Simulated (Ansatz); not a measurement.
# Rb3Sr: the cost of one run

Computed with Ansatz 0.2.0 (DFT PBE, scalar-relativistic, plane waves, PAW, unless a step's input says otherwise).

### 1 The starting structure

The structure is cubic, space group Fm-3m (No. 225). The conventional cell has a = 10.881 Å, b = 10.881 Å, c = 10.881 Å, α = 90.00°, β = 90.00°, γ = 90.00°.

Coordinates:

```cif
data_structure
_symmetry_space_group_name_H-M 'Fm-3m'
_symmetry_Int_Tables_number 225
_cell_length_a 10.8806
_cell_length_b 10.8806
_cell_length_c 10.8806
_cell_angle_alpha 90.000
_cell_angle_beta 90.000
_cell_angle_gamma 90.000
_cell_volume 1288.12
loop_
_atom_site_label
_atom_site_type_symbol
_atom_site_symmetry_multiplicity
_atom_site_Wyckoff_symbol
_atom_site_fract_x
_atom_site_fract_y
_atom_site_fract_z
_atom_site_occupancy
Rb1 Rb 8 c 0.25000 0.75000 0.75000 1
Rb2 Rb 4 b 0.50000 0.00000 0.00000 1
Sr1 Sr 4 a 0.00000 0.00000 0.00000 1
```

This is candidate A: structure listed in a database for this formula (Fm-3m, No. 225).

(A quick probe on a coarse mesh, which set the mesh and smearing, is not shown.)

### 3 The relaxation (candidate A)

The input, input.yaml:

```yaml
crystal:
  lattice:
    - [0.0, 5.440288, 5.440288]
    - [5.440288, 0.0, 5.440288]
    - [5.440288, 5.440288, 0.0]
  atoms:
    - { symbol: Rb, position: [0.25, 0.25, 0.25] }
    - { symbol: Rb, position: [0.75, 0.75, 0.75] }
    - { symbol: Rb, position: [0.5, 0.5, 0.5] }
    - { symbol: Sr, position: [0.0, 0.0, 0.0] }
basis:
  ecutwfc: 420
kpoints:
  mp_grid: { grid: [8, 8, 8] }
hamiltonian:
  xc: pbe
scf:
  occupations: { method: gaussian, width: 0.1 }
output:
  forces: true
  stress: true
  eigenvalues: true
relax:
  adjacent_minimum: "off"
  f_tol: 0.01
  max_steps: 80
  cell: { stress_tol: 0.05 }
```

Started as:

```console
ansatz run input.yaml --threads 1 --pin off --max-ram 2560MiB --backend cpu --events-out ev --progress --plain --runs-dir out
```

Q: Estimate wall time and peak memory on 1 thread of AMD EPYC 7R43 (Zen 3), shared host.

About 27 s, with a peak of 0.63 GiB.
